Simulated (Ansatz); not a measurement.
I need a test of scalar relativity of CBr (charge -1). Use the Ansatz DFT code, driven from Python. Level of theory (for the species named): PBE0, cc-pVTZ basis, multiplicity 3.

```xyz
2

C     0.0000    0.0000    0.0000
Br    0.0000    0.0000    1.9250
```

`run_x2c.py`
```python
"""CBr(-) with and without the spin-free two-component Hamiltonian."""

import ansatz as az
import numpy as np

FUNCTIONAL = "PBE0"
NET_CHARGE = -1


def main() -> None:
    geometry_ang = [
        ("C", [0.0, 0.0, 0.0]),
        ("Br", [0.0, 0.0, 1.925]),
    ]
    system = az.Crystal.molecule()
    for symbol, xyz in geometry_ang:
        system = system.atom(symbol, xyz)

    calculation = (
        system.calculation()
        .functional(FUNCTIONAL)
        .charge(NET_CHARGE)
        .spin("collinear", total=2)
        .accuracy("high")
        .forces()
    )
    # a set contracted for a scalar-relativistic Hamiltonian goes with the relativistic run
    sets = {"none": "cc-pVTZ", "scalar": "cc-pVTZ-DK"}
    found = {kind: calculation.basis(gaussian=basis).pseudopotentials(relativity=kind).run(threads=1, backend="cpu").report for kind, basis in sets.items()}
    for kind, each in found.items():
        dipole = 4.803205 * np.linalg.norm(each["charge_distribution"]["dipole_moment_e_ang"])
        print(f"{kind:7s} E = {each['free_energy_ev']:.4f} eV  dipole {dipole:.3f} D  largest force {np.abs(each['forces_ev_ang']).max():.4f} eV/A")
    print(f"relativity lowers the total energy by {found['none']['free_energy_ev'] - found['scalar']['free_energy_ev']:.3f} eV")


if __name__ == "__main__":
    main()
```

```console
$ python run_x2c.py
none    E = -71071.9830 eV  dipole 4.579 D  largest force 1.3111 eV/A
scalar  E = -71945.4298 eV  dipole 4.593 D  largest force 1.3134 eV/A
relativity lowers the total energy by 873.447 eV
```

Caveats:
- The settings weren't tested for convergence.
- The geometry is a force-field or estimated start, not a minimum of this method. The basis set changes with the Hamiltonian (a set recontracted for scalar relativity), and most of the change in the total lies in the cores.
- The species is open-shell (spin multiplicity 3).
- An ion's dipole depends on the origin; the program takes it about the centre of nuclear charge.
- The spin state was assumed, and another may lie lower.
- Anions want diffuse functions, which this basis lacks.
- Wall time of the script: 18 s on 1 thread of Arm Neoverse V1 (shared host), peak memory 0.29 GiB.
